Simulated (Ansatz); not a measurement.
A nudged elastic band was laid between two geometries of a periodic cell of 63 atoms, C$_{62}$N (host C, host structure diamond, dopant N, one C atom removed), cell charge -1.

Theory: DFT PBE, scalar-relativistic, plane waves, PAW in Ansatz 0.2.0. Settings: PAW set soft_1, cutoff 420 eV, k mesh 2x2x2, gaussian smearing 0.05 eV, no spin polarisation.

```json
{
 "movable images": "5",
 "climbing image": "yes",
 "spring": "2.0 to 10.0 eV/Å², energy-weighted",
 "optimiser": "lbfgs",
 "start path": "straight line",
 "force threshold": "0.05 eV/Å",
 "iteration limit": "53",
 "end points": "relaxed"
}
```

Image 0:

```xyz
63
Lattice="7.1400 0.0000 0.0000 0.0000 7.1400 0.0000 0.0000 0.0000 7.1400" Properties=species:S:1:pos:R:3
C 3.577 0.001 -0.002
C 4.471 0.895 0.892
C 5.361 1.788 -0.007
C 6.278 2.668 0.909
C 5.361 -0.004 1.785
C 6.278 0.912 2.665
C 0.015 -0.007 -0.010
C 0.894 0.898 0.894
C 1.792 1.786 -0.001
C 2.681 2.684 0.895
C 3.586 3.563 -0.010
C 4.476 4.460 0.897
C 5.364 5.354 0.003
C 6.258 6.242 0.897
C 1.792 0.002 1.783
C 2.681 0.898 2.681
C 3.576 1.786 1.783
C 4.470 2.678 2.674
C 5.378 3.562 1.799
C 6.258 4.461 2.717
C 3.586 -0.007 3.560
C 4.476 0.900 4.457
C 5.378 1.802 3.559
C 6.257 2.720 4.458
C 5.365 0.006 5.351
C 6.258 0.900 6.239
C 0.012 3.566 0.007
C 0.910 4.440 0.909
C 1.790 5.357 -0.007
C 2.684 6.247 0.892
C -0.032 1.722 1.718
C 1.856 3.610 1.719
C 2.666 4.440 2.665
C 3.582 5.357 1.785
C 4.471 6.248 2.675
C 0.012 0.010 3.563
C 0.910 0.912 4.437
C 1.857 1.722 3.608
C 2.666 2.668 4.438
C 3.568 3.566 3.563
C 4.461 4.463 4.460
C 5.353 5.366 3.569
C 6.255 6.258 4.460
C 1.790 -0.004 5.354
C 2.684 0.894 6.244
C 3.582 1.788 5.355
C 4.471 2.678 6.245
C 5.353 3.572 5.362
C 6.255 4.463 6.255
C 0.017 5.340 1.799
C 0.901 6.248 2.675
N -0.070 3.648 3.645
C 0.858 4.461 4.458
C 1.776 5.340 3.559
C 2.678 6.242 4.457
C 0.017 1.802 5.337
C 0.901 2.678 6.245
C 1.776 3.562 5.337
C 2.678 4.460 6.239
C 3.572 5.354 5.351
C 4.469 6.249 6.246
C 0.006 5.365 5.362
C 0.900 6.247 6.244
```

Image 6:

Only the atoms that move by more than 0.05 Å are listed.
```
C20 6.182 4.528 2.637
C24 6.182 2.637 4.528
C31 0.042 1.787 1.787
C32 1.783 3.528 1.787
C38 1.783 1.787 3.528
N52 0.971 2.599 2.599
C53 0.933 4.528 4.528
```

What changes between the two ends?

The atom that moves furthest is N52, by 1.81 Å; four of its nearest neighbours are C24 1.48, C20 1.48, C53 1.48, C48 2.43 Å at the first end and C31 1.48, C38 1.48, C32 1.48, C16 2.43 Å at the last.

What energy profile does the band end with?

The forces met the threshold. The highest image is number 3 of 0 to 6, 4.16 eV above the ends, which have the same energy within 2 meV. Neighbouring images differ by up to 1.8 eV, so the band resolves the path poorly. By the program's own check the climbing image is of a kind that is not told: the force calls were inconclusive, a negative curvature could not be distinguished from the path's own, the only one lies far off the path, or fixed occupations may fill a level only in part (lowest curvatures found: -25.75 and 1.81 eV/Å²). Limits of this set-up: coarse k mesh, no spin, though dangling bonds at a vacancy may carry it, a typed lattice constant that wasn't relaxed here, charged cell in a uniform background, uncorrected.

| image | path coordinate (Å) | energy (eV) | C20–N52 (Å) | C24–N52 (Å) | N52–C53 (Å) |
| --- | --- | --- | --- | --- | --- |
| 0 | 0.00 | 0.00 | 1.48 | 1.48 | 1.48 |
| 1 | 0.49 | 1.76 | 1.54 | 1.83 | 1.60 |
| 2 | 0.80 | 3.43 | 1.63 | 2.09 | 1.77 |
| 3 | 1.06 | 4.16 | 1.77 | 2.25 | 2.00 |
| 4 | 1.32 | 3.44 | 1.98 | 2.38 | 2.22 |
| 5 | 1.62 | 1.74 | 2.28 | 2.50 | 2.43 |
| 6 | 2.10 | 0.00 | 2.73 | 2.73 | 2.73 |

What is the geometry of the highest image?


```xyz
63
Lattice="7.1400 0.0000 0.0000 0.0000 7.1400 0.0000 0.0000 0.0000 7.1400" Properties=species:S:1:pos:R:3
C 3.571 0.002 0.004
C 4.454 0.897 0.901
C 5.344 1.777 -0.008
C 6.242 2.667 0.879
C 5.352 -0.003 1.788
C 6.253 0.906 2.679
C -0.002 -0.003 -0.006
C 0.880 0.913 0.912
C 1.769 1.797 0.018
C 2.622 2.687 0.947
C 3.547 3.569 0.025
C 4.459 4.459 0.890
C 5.359 5.350 -0.009
C 6.245 6.260 0.881
C 1.786 0.012 1.792
C 2.679 0.894 2.698
C 3.555 1.793 1.803
C 4.468 2.681 2.681
C 5.366 3.561 1.767
C 6.307 4.435 2.585
C 3.596 -0.022 3.577
C 4.463 0.876 4.466
C 5.363 1.791 3.582
C 6.170 2.598 4.544
C 5.368 -0.016 5.347
C 6.251 0.879 6.249
C 0.002 3.572 -0.009
C 0.894 4.496 0.872
C 1.793 5.364 -0.014
C 2.681 6.255 0.895
C -0.072 1.755 1.741
C 1.727 3.663 1.822
C 2.678 4.484 2.686
C 3.582 5.357 1.787
C 4.490 6.225 2.677
C 0.011 0.006 3.564
C 0.904 0.903 4.455
C 1.866 1.708 3.649
C 2.680 2.664 4.458
C 3.573 3.567 3.567
C 4.484 4.445 4.456
C 5.415 5.303 3.559
C 6.271 6.228 4.448
C 1.788 -0.002 5.367
C 2.672 0.899 6.262
C 3.578 1.779 5.371
C 4.441 2.669 6.271
C 5.358 3.548 5.356
C 6.253 4.453 6.234
C 0.004 5.377 1.752
C 0.898 6.257 2.674
N 0.470 3.296 2.960
C 0.973 4.495 4.479
C 1.802 5.370 3.579
C 2.695 6.256 4.470
C -0.006 1.792 5.345
C 0.889 2.683 6.241
C 1.789 3.566 5.341
C 2.686 4.458 6.251
C 3.585 5.347 5.351
C 4.469 6.243 6.245
C 0.019 5.328 5.327
C 0.900 6.248 6.244
```

The band took 29 iterations and of the order of 110 core-minutes.

The run took 39 min on 4 threads of Arm Neoverse V2 (shared host), peak memory 4 GiB.
